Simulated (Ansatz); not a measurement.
Predict the output of the script below (the Python package of Ansatz (0.2.0)).

Script `run_disp.py`:
```python
"""Size of D3 and D4 in CH10NSi3(-)."""

import logging
import sys

import ansatz as az

logging.basicConfig(stream=sys.stdout, format="[%(levelname)s] %(message)s")
log = logging.getLogger("run")
log.setLevel(logging.INFO)

mol = (
    az.Crystal.molecule()
    .atom("Si", (2.516, -0.357, 0.2198))
    .atom("C", (0.9319, 0.1074, -0.5941))
    .atom("Si", (-0.2421, 0.6343, 0.7314))
    .atom("N", (-1.7665, 1.1989, 0.0865))
    .atom("Si", (-2.7696, -0.114, -0.4763))
    .atom("H", (2.3959, -1.515, 1.1475))
    .atom("H", (3.4929, -0.7895, -0.8182))
    .atom("H", (3.1796, 0.7706, 0.9301))
    .atom("H", (1.0934, 0.9197, -1.3104))
    .atom("H", (0.5362, -0.7431, -1.158))
    .atom("H", (0.3465, 1.7798, 1.471))
    .atom("H", (-0.4657, -0.4433, 1.7301))
    .atom("H", (-3.1346, -1.0287, 0.6359))
    .atom("H", (-2.0906, -0.8721, -1.5597))
    .atom("H", (-4.0233, 0.452, -1.0356))
)

base = mol.calculation().basis(gaussian="def2-SVP").charge(-1)
for name in ["b3lyp", "pbe"]:
    for correction in ("d3bj", "d4"):
        summary = base.functional(name, dispersion=correction).run(threads=1).report
        log.info(f"{name:8s} {correction:5s} total {summary['free_energy_ev']:.5f} eV, of which dispersion {1000 * summary['dispersion']['energy']['ev']:.2f} meV")
```

Output of `python run_disp.py`:
```text
[INFO] b3lyp    d3bj  total -26316.96847 eV, of which dispersion -715.44 meV
[INFO] b3lyp    d4    total -26316.97102 eV, of which dispersion -718.00 meV
[INFO] pbe      d3bj  total -26298.64353 eV, of which dispersion -394.96 meV
[INFO] pbe      d4    total -26298.69628 eV, of which dispersion -447.71 meV
```

Notes:
- Total energies depend on the basis set; only differences at equal settings carry meaning.
- The geometry is a force-field or estimated start, not a minimum of this method, and the basis set is short of its limit. D4 holds the three-body term, and d3bj doesn't.
- b3lyp holds the VWN-RPA fit, as in Gaussian; the form of ORCA and Turbomole is b3lyp5.
- Anions want diffuse functions, which this basis lacks.
- It ran for 22 s on 1 thread of Arm Neoverse V1, with other jobs on the host, peak memory 0.35 GiB.
